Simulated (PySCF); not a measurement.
# C₃H₉BF₂Si: electronic excitations

Aim: predict the electronic excitations of C₃H₉BF₂Si (`CC(C)B(F)[SiH2]F`).

The runs use PySCF 2.14.0, with density-fitted response routines of our own; the level of theory stands in each step. All values are computed, except where a source is named. Atoms count from 0, in the outputs and in this text.

## (1) Starting geometry

16 atoms, charge 0, multiplicity 1; geometry from: GFN2-xTB.

Bonds of the start (Å): C0–C1 1.54, C1–C2 1.53, C1–B3 1.59, B3–F4 1.33, B3–Si5 1.98, Si5–F6 1.63, C0–H7 1.09, C0–H8 1.09, C0–H9 1.09, C1–H10 1.10, C2–H11 1.09, C2–H12 1.09, C2–H13 1.09, Si5–H14 1.47, Si5–H15 1.46.

## (2) Ultraviolet spectrum: wB97X-D/def2-SVPD

The job: settings as JSON, then the geometry in Å.

```
{"job": {"kind": "uv", "xc": "wB97X-D", "basis": "def2-SVPD", "nstates": 8, "ntriplets": 3}, "charge": 0, "multiplicity": 1}
C     -1.069209     1.066722     0.071442
C     -0.482952    -0.133358     0.832676
C     -1.566163    -1.198284     1.047823
B      0.850661    -0.696040     0.163755
F      0.960134    -2.013996     0.061117
Si     2.348753     0.417237    -0.486446
F      2.281945     1.855698     0.269815
H     -0.329424     1.854748    -0.041655
H     -1.401996     0.760419    -0.918216
H     -1.925382     1.473163     0.605824
H     -0.189453     0.243100     1.825278
H     -1.902165    -1.593339     0.091177
H     -2.425390    -0.774497     1.564139
H     -1.181231    -2.025725     1.639159
H      2.318422     0.803802    -1.899628
H      3.705849    -0.030706    -0.170049
```

Level: TDDFT wB97X-D/def2-SVPD, vertical, gas phase, core orbitals frozen in the response.

Started as:

```bash
$ OMP_NUM_THREADS=1 python probes_run.py task.json out
```

This one command runs all jobs of the session in turn.

Predict these results of the whole session: lowest singlet (wB97X-D/def2-SVPD); brightest single state of those computed; lowest triplet.

The runs gave:

| quantity | value |
| --- | --- |
| lowest singlet (wB97X-D/def2-SVPD) | 4.83 eV (257 nm), f = 0.005 |
| brightest single state of those computed | state 4, 7.13 eV, f = 0.075 |
| lowest triplet | 4.18 eV |

The lowest singlet, at 4.83 eV, is HOMO→LUMO 0.97 and is weak; of the 8 states computed, the strongest absorption comes from state 4 at 7.13 eV (the last state computed is bright too, and its partners may lie past the list). The lowest triplet lies 0.65 eV below the lowest singlet (triplets in Tamm-Dancoff, singlets in full TDDFT).
